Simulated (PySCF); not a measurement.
# C4H5FOSi: the cost of one run

The runs use PySCF 2.14.0, with density-fitted response routines of our own; the level of theory stands in each step. All values are computed, except where a source is named. Atoms are numbered from 0 throughout.

## 1. Starting geometry

12 atoms, charge 0, multiplicity 1; geometry from: GFN2-xTB. The atoms were then displaced at random by about 0.01 Å, so the start is not that level's minimum.

Bonds of the start (Å): C0–C1 1.23, C1–Si2 1.87, Si2–O3 1.63, Si2–C4 1.89, C4–C5 1.32, C4–F6 1.35, C0–H7 1.03, Si2–H8 1.48, O3–H9 0.95, C5–H10 1.08, C5–H11 1.07.

## 2. Relaxing the molecule at PBE0-D3(BJ)/def2-SVP

What the job is given:

```
{"job": {"xc": "PBE0", "basis": "def2-SVP", "d3": "d3bj", "grid": 1, "shake": 0.01, "kind": "geom"}, "charge": 0, "multiplicity": 1}
C      2.491450    -1.546640     0.059150
C      1.697220    -0.601200     0.077760
Si     0.478140     0.812410     0.073270
O      0.809330     1.863370    -1.128720
C     -1.220700     0.009460    -0.145830
C     -2.084730    -0.346720     0.791440
F     -1.556550    -0.180800    -1.443050
H      3.161510    -2.322740     0.031570
H      0.570020     1.639190     1.300020
H      0.572040     1.651580    -2.024820
H     -1.850130    -0.213520     1.839370
H     -3.027900    -0.792670     0.560810
```

Started as:

```
> OMP_NUM_THREADS=1 python probes_run.py task.json out
```

The driver reads the jobs from task.json and runs them one after another.

**Question.** How long does this first job take on 1 thread of Intel Xeon 6975P-C, shared host, and how much memory does it need?

About 76 s, with a peak of 0.53 GiB.
